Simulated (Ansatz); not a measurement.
# C2H7Cl2NSi2: small, medium and large basis sets

The task here is to estimate one member of a computed series from the others.

Program: Ansatz 0.2.0, Gaussian basis. Level of theory: one geometry, several basis sets. These are calculated values, not measurements.

The runs, in order: PBE0-D4/def2-SVP; ωB97M-V/def2-SVP; PBE0-D4/def2-QZVPP; ωB97M-V/def2-QZVPP; the functionals' def2-TZVPP values are taken from earlier runs.

**The relaxed structure**

All runs share one geometry, relaxed beforehand with PBE0-D4 in a triple-zeta def2 set.

SMILES `C=CN([SiH2]Cl)[SiH2]Cl`, 14 atoms, charge 0, spin multiplicity 1.

Atoms are counted from 1 here; the program's logs count them from 0.

Bond lengths: C1–C2 1.328 Å, C1–H8 1.081 Å, C1–H9 1.084 Å, C2–N3 1.407 Å, C2–H10 1.088 Å, N3–Si4 1.732 Å, N3–Si6 1.730 Å, Si4–Cl5 2.054 Å, Si4–H11 1.476 Å, Si4–H12 1.477 Å, Si6–Cl7 2.056 Å, Si6–H13 1.475 Å, Si6–H14 1.478 Å. Angles: C2–C1–H8 119.5°, C2–C1–H9 123.2°, H8–C1–H9 117.3°, C1–C2–N3 126.5°, C1–C2–H10 119.2°, N3–C2–H10 114.3°, C2–N3–Si4 120.8°, C2–N3–Si6 118.0°, Si4–N3–Si6 120.9°, N3–Si4–Cl5 112.1°, N3–Si4–H11 110.3°, N3–Si4–H12 106.6°, Cl5–Si4–H11 107.1°, Cl5–Si4–H12 107.7°, H11–Si4–H12 113.0°, N3–Si6–Cl7 111.7°, N3–Si6–H13 108.7°, N3–Si6–H14 108.7° and more.

Set-up of the first run:

The input, in.yaml:

```yaml
crystal:
  periodic: [false, false, false]
  atoms:
    - {symbol: C, position_ang: [-0.619513, -2.128625, -0.002494]}
    - {symbol: C, position_ang: [-0.126849, -1.081339, 0.649645]}
    - {symbol: N, position_ang: [0.051387, 0.216348, 0.136115]}
    - {symbol: Si, position_ang: [-0.058181, 0.520875, -1.565647]}
    - {symbol: Cl, position_ang: [-2.002217, 0.506929, -2.228973]}
    - {symbol: Si, position_ang: [0.512666, 1.469331, 1.235811]}
    - {symbol: Cl, position_ang: [2.544518, 1.496190, 1.550037]}
    - {symbol: H, position_ang: [-0.692209, -3.082953, 0.500238]}
    - {symbol: H, position_ang: [-0.970310, -2.078598, -1.026818]}
    - {symbol: H, position_ang: [0.180232, -1.198868, 1.686277]}
    - {symbol: H, position_ang: [0.665870, -0.521445, -2.320164]}
    - {symbol: H, position_ang: [0.483569, 1.876960, -1.787775]}
    - {symbol: H, position_ang: [0.132757, 2.771500, 0.655288]}
    - {symbol: H, position_ang: [-0.114619, 1.204395, 2.547162]}
basis:
  gaussian: {orbitals: def2-SVP}
hamiltonian: {xc: pbe0, dispersion: d4}
output: {orbitals: {seedname: orbitals}}
```

Steps of the session up to this table: PBE0-D4 in def2-SVP; ωB97M-V in def2-SVP; PBE0-D4 in def2-QZVPP; ωB97M-V in def2-QZVPP.

One table of the session follows, with a row left open; its other results are not shown here.

It belongs to the step «Density functionals: the series». 

| functional | basis | HOMO (eV) | LUMO (eV) |
| --- | --- | --- | --- |
| PBE0-D4 | def2-SVP | -6.92 | 0.05 |
| PBE0-D4 | def2-TZVPP | -6.98 | -0.25 |
| PBE0-D4 | def2-QZVPP | -7.00 | -0.37 |
| ωB97M-V | def2-SVP | -9.09 | 2.13 |
| ωB97M-V | def2-TZVPP | -9.17 | 1.63 |
| ωB97M-V | def2-QZVPP | ? | ? |

**Question.** Estimate the row for ωB97M-V, def2-QZVPP.

**Answer.** HOMO (eV): -9.19; LUMO (eV): 1.30. In the column «HOMO (eV)» it is the lowest.
